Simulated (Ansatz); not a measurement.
# C₂H₄GaN: how energies converge with the basis set

One table from this session's results is given with a row withheld; the runs are named, their logs left out.

Program: Ansatz 0.2.0, Gaussian basis. Level of theory: one geometry, several basis sets. These are calculated values, not measurements.

Plan: PBE0-D4/def2-SVP; ωB97M-V/def2-SVP; PBE0-D4/def2-QZVPP; ωB97M-V/def2-QZVPP; the functionals' def2-TZVPP values are taken from earlier runs.

## The geometry

All runs share one geometry, relaxed beforehand with PBE0-D4 in a triple-zeta def2 set.

SMILES `N=C=[CH][GaH2]`, 8 atoms, charge 0, spin multiplicity 1.

Atoms are counted from 1 here; the program's logs count them from 0.

Bond lengths: N1–C2 1.214 Å, N1–H5 1.014 Å, C2–C3 1.309 Å, C3–Ga4 1.931 Å, C3–H6 1.084 Å, Ga4–H7 1.565 Å, Ga4–H8 1.565 Å. Angles: C2–N1–H5 119.2°, N1–C2–C3 173.8°, C2–C3–Ga4 119.1°, C2–C3–H6 118.2°, Ga4–C3–H6 122.7°, C3–Ga4–H7 118.3°, C3–Ga4–H8 118.1°, H7–Ga4–H8 123.7°.

Set-up of the first run:

in.yaml reads:

```yaml
crystal:
  periodic: [false, false, false]
  atoms:
    - {symbol: N, position_ang: [0.336931, 2.061676, -0.854554]}
    - {symbol: C, position_ang: [0.365594, 1.114943, -0.095964]}
    - {symbol: C, position_ang: [0.472338, 0.025698, 0.622840]}
    - {symbol: Ga, position_ang: [-0.381349, -1.593632, 0.007208]}
    - {symbol: H, position_ang: [-0.411434, 2.740572, -0.770248]}
    - {symbol: H, position_ang: [1.040500, 0.073935, 1.545156]}
    - {symbol: H, position_ang: [-0.231943, -2.886448, 0.876279]}
    - {symbol: H, position_ang: [-1.190637, -1.536754, -1.330727]}
basis:
  gaussian: {orbitals: def2-SVP}
hamiltonian: {xc: pbe0, dispersion: d4}
output: {orbitals: {seedname: orbitals}}
```

Among the steps run: PBE0-D4 in def2-SVP; ωB97M-V in def2-SVP; PBE0-D4 in def2-QZVPP; ωB97M-V in def2-QZVPP.

One table of the session follows, with a row left open; its other results are not shown here.

It belongs to the step «Functionals by basis». 

```
functional       basis  HOMO (eV)  LUMO (eV)
   PBE0-D4    def2-SVP      -7.01      -1.43
   PBE0-D4  def2-TZVPP      -7.13      -1.51
   PBE0-D4  def2-QZVPP      -7.15      -1.55
   ωB97M-V    def2-SVP          ?          ?
   ωB97M-V  def2-TZVPP      -9.25       0.20
   ωB97M-V  def2-QZVPP      -9.27       0.03
```

Estimate the missing values for ωB97M-V, def2-SVP.

The run gave: HOMO (eV): -9.10; LUMO (eV): 0.31. In the column «HOMO (eV)» it lies between ωB97M-V, def2-TZVPP (-9.25) and PBE0-D4, def2-QZVPP (-7.15).
